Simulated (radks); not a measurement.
# Shell filling in a parabolic well with ω = 0.31 hartree*, with a point charge of +1 at the centre, N = 27 to 33

Aim: add electrons one at a time to a parabolic well with ω = 0.31 hartree*, with a point charge of +1 at the centre, try the lowest free levels for each, keep the configuration of least energy, and see where shells close.

Method: non-relativistic spin-polarised Kohn-Sham, r2SCAN, spherically averaged shells; computed with radks, version 2.

### 1 The model

```
well                     : a parabolic well with ω = 0.31 hartree*, with a point charge of +1 at the centre
functional               : r2SCAN
levels                   : named by radial order: 1s, 1p, 1d, 2s, 1f and so on
units                    : effective atomic units, hartree* and bohr*
configuration carried in : 1s2 1p6 1d10 2s2 1f(up 6, down 0) (N = 26, energy 87.585828)
```

The runs that follow: N = 27; N = 28; Electron number 29; N = 30; 31 electrons; Electron number 32; 33 electrons.

Before running it: what results should come out? Wanted: closed shells at N; largest addition energy; most unpaired electrons; configuration at N = 33.

**Answer**, as computed:

| quantity | value |
| --- | --- |
| closed shells at N | none in this range |
| largest addition energy | 0.197 hartree* at N = 27 (of N = 27 to 32) |
| most unpaired electrons | 7 at N = 27 |
| configuration at N = 33 | 1s2 1p6 1d10 2s2 1f(up 7, down 6) |

In words: No closed-shell configuration falls in this range; the second difference peaks at N = 27, where a shell is half full. The largest moment in range is 7, first at N = 27: exchange favours parallel spins in open shells. The model keeps every shell spherical, so real clusters and dots, which can deform, may order levels otherwise.
